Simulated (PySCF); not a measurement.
**BiBr3: other functionals and bases at one geometry**

How far do other levels of theory move the description of BiBr3, and what does each cost? The structure is generated, not taken from experiment.

Method: several levels, as the steps say, no spin–orbit coupling; program: PySCF 2.14.0.

2 further runs of the same task are left out: 2 for a known fault of the program.

### 1 The starting structure

4 atoms, charge 0, spin multiplicity 1.

Bond lengths: Bi1–Br2 2.642 Å, Bi1–Br3 2.642 Å, Bi1–Br4 2.642 Å. Angles: Br2–Bi1–Br3 101.3°, Br2–Bi1–Br4 101.3°, Br3–Bi1–Br4 101.3°.

As a file:

```xyz
4

Bi    0.0000    0.0000    0.7888
Br    2.3592    0.0000   -0.4003
Br   -1.1796    2.0431   -0.4003
Br   -1.1796   -2.0431   -0.4003
```

Formal oxidation states: Bi +3. An earlier session relaxed this geometry at BP86, Bi def2-SVP with ECP60, Br def2-SVP (singlet, point group C3v).

At BP86 on the finer grid: E = -7937.281619 Eh, HOMO -7.10 eV, LUMO -3.74 eV, Mulliken charge on Bi1 +0.76 e, largest force component 0.022 eV/Å. 

Levels to run: TPSS; revPBE; HF; B3LYP; BP86, TZVP; BP86, x2c-SVP. Hardware: 2 threads of Intel Xeon Platinum 8488C (Sapphire Rapids), shared host.

### 2 TPSS

run.py (the lines that set the calculation)

```python
mol = gto.M(atom='''
Bi     0.00000     0.00000     0.78881
Br     2.35920     0.00002    -0.40028
Br    -1.17962     2.04312    -0.40028
Br    -1.17959    -2.04314    -0.40028''',
    basis={'Bi': 'def2-SVP', 'Br': 'def2-SVP'},
    ecp={'Bi': 'def2-SVP'},
    charge=0, spin=0)
mf = dft.RKS(mol, xc='TPSS')
mf.grids.atom_grid = (75, 302)
mf = mf.density_fit()  # fitting sets: Bi def2-universal-JKFIT, Br def2-universal-JKFIT
mf.conv_tol = 1e-08; mf.max_cycle = 55
mf.kernel(dm0)  # dm0: the density of the relaxed state
```

Run with:

```console
OMP_NUM_THREADS=2 python run.py
```

### 3 revPBE

Changes to run.py (the lines that set the calculation) since step 2:

```diff
@@ -8,3 +8,3 @@
     charge=0, spin=0)
-mf = dft.RKS(mol, xc='TPSS')
+mf = dft.RKS(mol, xc='PBE_R,PBE')
 mf.grids.atom_grid = (75, 302)
```

### 4 HF

Changes to run.py (the lines that set the calculation) since step 3:

```diff
@@ -8,4 +8,3 @@
     charge=0, spin=0)
-mf = dft.RKS(mol, xc='PBE_R,PBE')
-mf.grids.atom_grid = (75, 302)
+mf = scf.RHF(mol)
 mf = mf.density_fit()  # fitting sets: Bi def2-universal-JKFIT, Br def2-universal-JKFIT
```

### 5 B3LYP

Changes to run.py (the lines that set the calculation) since step 4:

```diff
@@ -8,3 +8,4 @@
     charge=0, spin=0)
-mf = scf.RHF(mol)
+mf = dft.RKS(mol, xc='B3LYP')
+mf.grids.atom_grid = (75, 302)
 mf = mf.density_fit()  # fitting sets: Bi def2-universal-JKFIT, Br def2-universal-JKFIT
```

### 6 BP86, TZVP

Basis: Bi def2-TZVP with ECP60, Br def2-TZVP. 

run.py (the lines that set the calculation)

```python
mol = gto.M(atom='''
Bi     0.00000     0.00000     0.78881
Br     2.35920     0.00002    -0.40028
Br    -1.17962     2.04312    -0.40028
Br    -1.17959    -2.04314    -0.40028''',
    basis={'Bi': 'def2-TZVP', 'Br': 'def2-TZVP'},
    ecp={'Bi': 'def2-TZVP'},
    charge=0, spin=0)
mf = dft.RKS(mol, xc='B88,P86')
mf.grids.atom_grid = (75, 302)
mf = mf.density_fit()  # fitting sets: Bi def2-universal-JKFIT, Br def2-universal-JKFIT
mf.conv_tol = 1e-08; mf.max_cycle = 55
mf.kernel(dm0)  # dm0: free metal ions and neutral atoms
```

### 7 BP86, x2c-SVP

Basis: Bi x2c-SVPall, Br x2c-SVPall. All electrons are treated, with the spin-free X2C Hamiltonian.

run.py (the lines that set the calculation)

```python
mol = gto.M(atom='''
Bi     0.00000     0.00000     0.78881
Br     2.35920     0.00002    -0.40028
Br    -1.17962     2.04312    -0.40028
Br    -1.17959    -2.04314    -0.40028''',
    basis={'Bi': 'x2c-SVPall', 'Br': 'x2c-SVPall'},
    nucmod='G',
    charge=0, spin=0)
mf = dft.RKS(mol, xc='B88,P86')
mf.grids.atom_grid = (99, 590)
mf = mf.density_fit()  # fitting sets: Bi AutoAux, Br AutoAux
mf = mf.sfx2c1e()
mf.conv_tol = 1e-08; mf.max_cycle = 55
mf.kernel(dm0)  # dm0: free metal ions and neutral atoms
```

**Question.** What will these runs give? Wanted: for each run, HOMO; gap; charge on Bi1; dipole; largest force.

The runs gave:

| level | state | HOMO (eV) | gap (eV) | charge on Bi1 (e) | dipole (D) | largest force (eV/Å) | basis functions | time |
| --- | --- | --- | --- | --- | --- | --- | --- | --- |
| BP86 (relaxed here) | singlet | -7.10 | 3.36 | 0.76 | 3.25 | 0.02 | 122 | 15 s |
| TPSS | singlet | -7.15 | 3.55 | 0.83 | 3.43 | 0.08 | 122 | 11 s |
| revPBE | singlet | -6.94 | 3.42 | 0.80 | 3.33 | 0.15 | 122 | 6.7 s |
| HF | singlet | -10.55 | 10.43 | 1.14 | 4.19 | 0.34 | 122 | 5.4 s |
| B3LYP | singlet | -7.88 | 4.74 | 0.84 | 3.48 | 0.03 | 122 | 7.7 s |
| BP86, TZVP | singlet | -7.29 | 3.44 | 0.85 | 3.20 | 0.25 | 194 | 17 s |
| BP86, x2c-SVP | singlet | -7.04 | 3.32 | 0.75 | 3.17 | 0.65 | 158 | 34 s |

Times are on 2 threads of Intel Xeon Platinum 8488C (Sapphire Rapids), shared host; the first row also made further properties.

In one basis the HOMO–LUMO gap runs from 3.36 eV (BP86) to 10.43 eV (HF). The largest leftover force, 0.65 eV/Å with BP86, x2c-SVP, stands at a geometry relaxed at another level. The Mulliken charge on Bi spans +0.75 to +1.14 e over the levels. Total energies of different levels can't be compared. Spin–orbit coupling is left out throughout.
